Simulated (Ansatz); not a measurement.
NiMoIrPdW:

```
Ni Mo Pd Ir W
1.0
     2.34460   -1.43138    0.00906
     2.34460    1.43138    0.00906
    -2.20600    0.00000   10.92374
Ni Mo Pd Ir W
1 1 1 1 1
Direct
  0.49838 0.49838 0.29525
  0.31773 0.31773 0.91207
  0.24733 0.24733 0.49061
  0.74982 0.74982 0.10802
  0.68673 0.68673 0.69406
```

The cell was built by a generator and needn't be a form met in nature.

```yaml
Program: Ansatz 0.2.0
Task: single point
Functional: PBE
Potentials_or_basis: Ansatz PAW
Cutoff: "420 eV (not typed: the program's choice for these potentials)"
k_mesh: 11 × 11 × 3
Occupations: fermi-dirac, width 0.05 eV
Spin: collinear spin, ferromagnetic start
Starting_moments: "[1.0, 1.0, 0.0, 0.6, 0.0] μB"
```

On this cell: pressure 0.0 GPa; largest force 0.082 eV/Å; net moment 0.00 μB per cell; band gap on the k mesh none (metal or under the smearing width).

The same run follows on a disturbed copy (atoms moved at random, drawn with an rms of 0.05 Å):

```xyz
5
Lattice="2.3446 -1.4314 0.0091 2.3446 1.4314 0.0091 -2.2060 0.0000 10.9237" Properties=species:S:1:pos:R:3 pbc="T T T"
Ni    1.6638   -0.0171    3.2295
Mo   -0.4738    0.0077    9.9454
Pd    0.0838    0.0136    5.3858
Ir    3.2773    0.0319    1.1744
W     1.6944   -0.0189    7.5925
```

Question: What does the disturbed cell give?

Answer: The energy (extrapolated to zero smearing) moves by +3.1 meV/atom; pressure 0.4 GPa; largest force 0.307 eV/Å; net moment 0.00 μB per cell; band gap on the k mesh none (metal or under the smearing width).

Forces on the atoms (eV/Å):
```
Ni   0.032  0.102 -0.003
Mo  -0.231  0.084  0.131
Pd  -0.024 -0.081 -0.295
Ir   0.169 -0.182  0.121
W    0.054  0.078  0.045
```

Stress tensor (GPa, compression positive):
```
 0.29  0.10  0.79
 0.10 -0.53  0.07
 0.79  0.07  1.38
```

Caveats: the starting moments weren't kept.
